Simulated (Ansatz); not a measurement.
# Tl: pressure up to the limit of the methods

An exercise on one series of results from a longer session: the logs are not shown, and one member is left open.

Method: DFT, PBE, PAW with Ansatz's default frozen-core files, scalar-relativistic, in Ansatz 0.2.0.

## The structure to begin with

It takes space group P6_3/mmc (No. 194, hexagonal). Conventional cell: a = 3.554 Å, b = 3.554 Å, c = 5.758 Å, α = 90.00°, β = 90.00°, γ = 120.00°. Tl (site symmetry -6m2) has 12 Tl at 3.54 to 3.55 Å in its first shell of neighbours.

Coordinates:

```
CELL_PARAMETERS angstrom
3.55405 0.00000 0.00000
-1.77703 3.07790 0.00000
0.00000 0.00000 5.75756
ATOMIC_POSITIONS crystal
Tl 0.33333 0.66667 0.25000
Tl 0.66667 0.33333 0.75000
```

Whether this phase is the stable one at these pressures isn't tested.

Atoms are numbered in the order of the input: Tl1, Tl2.

The first run:

Input file input.yaml:

```yaml
crystal:
  lattice:
    - [3.554050549, 0.0, 0.0]
    - [-1.7770252745, 3.0778980618, 0.0]
    - [0.0, 0.0, 5.7575618894]
  atoms:
    - { symbol: Tl, position: [0.3333333333, 0.6666666667, 0.25] }
    - { symbol: Tl, position: [0.6666666667, 0.3333333333, 0.75] }
kpoints:
  mp_grid: { grid: [14, 14, 8] }
scf:
  occupations: { method: fermi_dirac, width: 0.1 }
hamiltonian:
  xc: pbe
  pseudopotentials: { kind: paw }
output:
  forces: true
  stress: true
relax:
  f_tol: 0.005
  max_steps: 40
  cell: {}
```

On the command line:

```
$ ansatz run input.yaml --threads 1 --pin off --max-ram 2048MiB --backend cpu --events-out ev --progress --plain --runs-dir out
```

Steps of the session up to this table: Cell relaxed at zero pressure, PAW; Volume scaled by 1, PAW; Shape and atoms relaxed at 0.9 of the volume, PAW; Volume scaled by 0.9, PAW; Shape and atoms relaxed at 0.8 of the volume, PAW; Volume scaled by 0.8, PAW; Shape and atoms relaxed at 0.7 of the volume, PAW; Volume scaled by 0.7, PAW; Shape and atoms relaxed at 0.6 of the volume, PAW; Volume scaled by 0.6, PAW; Shape and atoms relaxed at 0.5 of the volume, PAW; Volume scaled by 0.5, PAW; Shape and atoms relaxed at 0.4 of the volume, PAW; Volume scaled by 0.4, PAW; Volume scaled by 0.4, PAW (partial_waves polarizable).

One table of the session follows, with a row left open; its other results are not shown here.

 The rows PAW, 0.4 and PAW (partial_waves polarizable), 0.4 agree to the last digit and may rest on the same set-up.

```
                         method  volume over the first  volume (Å³/atom)  pressure (GPa)
                            PAW                      1            31.480            0.00
                            PAW                    0.9            28.332            3.61
                            PAW                    0.8            25.184           10.61
                            PAW                    0.7            22.036           24.59
                            PAW                    0.6            18.888           53.99
                            PAW                    0.5                 ?               ?
                            PAW                    0.4            12.592          294.68
PAW (partial_waves polarizable)                    0.4            12.592          294.68
```

Estimate the missing values for PAW, 0.5.

The run gave: volume (Å³/atom): 15.740; pressure (GPa): 121.21. In the column «volume (Å³/atom)» it lies between PAW (partial_waves polarizable), 0.4 (12.592) and PAW, 0.6 (18.888).
